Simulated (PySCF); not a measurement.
# Dy2O2Cl2: other functionals and bases at one geometry

One table from this session's results is given with a row withheld; the runs are named, their logs left out.

The runs use PySCF 2.14.0; several levels, as the steps say, no spin–orbit coupling.

4 further runs of the same task are left out: 2 for a known fault of the program, 2 that didn't finish.

### The system as given

6 atoms, charge 0, spin multiplicity 1.

Bond lengths: Dy1–Dy2 3.136 Å, Dy1–O3 2.061 Å, Dy1–O4 2.061 Å, Dy1–Cl5 2.522 Å, Dy2–O3 2.061 Å, Dy2–O4 2.061 Å, Dy2–Cl6 2.522 Å. Angles: Dy2–Dy1–O3 40.5°, Dy2–Dy1–O4 40.5°, Dy2–Dy1–Cl5 121.3°, O3–Dy1–O4 81.0°, O3–Dy1–Cl5 113.3°, O4–Dy1–Cl5 113.3°, Dy1–Dy2–O3 40.5°, Dy1–Dy2–O4 40.5°, Dy1–Dy2–Cl6 121.3°, O3–Dy2–O4 81.0°, O3–Dy2–Cl6 113.3°, O4–Dy2–Cl6 113.3°, Dy1–O3–Dy2 99.0°, Dy1–O4–Dy2 99.0°.

As a file:

```mol
Cl2Dy2O2
  3D, bonds by distance, orders not assigned

  6  7  0  0  0  0  0  0  0  0999 V2000
   -0.0000    0.7672    1.3674 Dy  0  0
    0.0000   -0.7672   -1.3674 Dy  0  0
    1.3384    0.0000    0.0000 O   0  0
   -1.3384   -0.0000   -0.0000 O   0  0
   -0.0000   -0.4698    3.5647 Cl  0  0
    0.0000    0.4698   -3.5647 Cl  0  0
  1  2  8  0
  1  3  8  0
  1  4  8  0
  1  5  8  0
  2  3  8  0
  2  4  8  0
  2  6  8  0
M  END
```

Formal oxidation states: Dy +3. Each metal's 9 4f electrons lie in its core potential, so multiplicities, spins and levels count the valence alone. An earlier session relaxed this geometry at BP86, Dy lcecp-1-SVP with ECP55, O def2-SVP, Cl def2-SVP (singlet, point group C2h).

At BP86 on the finer grid: E = -1145.208688 Eh, HOMO -6.55 eV, LUMO -2.71 eV, Mulliken charge on Dy1 +0.87 e, largest force component 0.013 eV/Å. 

Levels to run: CAM-B3LYP; TPSSh; B3LYP; TPSS; BP86, TZVP. Hardware: 4 threads of Arm Neoverse N1, shared host.

The first run:

Contents of run.py (the lines that set the calculation):

```python
mol = gto.M(atom='''
Dy     0.00000     0.76717     1.36740
Dy     0.00000    -0.76717    -1.36740
O      1.33842     0.00000     0.00000
O     -1.33842     0.00000     0.00000
Cl     0.00000    -0.46975     3.56471
Cl     0.00000     0.46975    -3.56471''',
    basis={'Dy': 'lcecp-1-SVP', 'O': 'def2-SVP', 'Cl': 'def2-SVP'},
    ecp={'Dy': 'lcecp-1-SVP'},
    charge=0, spin=0)
mf = dft.RKS(mol, xc='CAMB3LYP')
mf.grids.atom_grid = (75, 302)  # f atoms: unpruned, at least (60, 302)
mf = mf.density_fit()  # fitting sets: Dy AutoAux, O def2-universal-JKFIT, Cl def2-universal-JKFIT
mf.conv_tol = 1e-08; mf.max_cycle = 55
mf.kernel(dm0)  # dm0: the density of the relaxed state
```

Launch:

```console
OMP_NUM_THREADS=4 python run.py
```

Steps of the session up to this table: CAM-B3LYP; TPSSh; B3LYP; TPSS; BP86, TZVP.

One of the session's tables, all rows but one given; the rest of the session is left out.

```
              level  HOMO (eV)  gap (eV)  charge on Dy1 (e)  largest force component (eV/Å)
BP86 (relaxed here)      -6.55      3.85               0.87                            0.01
          CAM-B3LYP          ?         ?                  ?                               ?
              TPSSh      -7.03      4.67               1.02                            0.17
              B3LYP      -7.54      5.08               0.97                            0.12
               TPSS      -6.48      3.89               0.96                            0.09
         BP86, TZVP      -6.63      3.93               1.28                            0.11
```

Estimate the missing values for CAM-B3LYP.

As computed: HOMO (eV): -9.13; gap (eV): 7.61; charge on Dy1 (e): 0.99; largest force component (eV/Å): 0.42. In the column «HOMO (eV)» it is the lowest.

In one basis the HOMO–LUMO gap runs from 3.85 eV (BP86) to 7.61 eV (CAM-B3LYP). The largest leftover force, 0.42 eV/Å with CAM-B3LYP, stands at a geometry relaxed at another level. With 4f in the core, its levels are missing from HOMO and gap, and its count is fixed, so no charge can pass from the ligands into it. Total energies of different levels can't be compared.
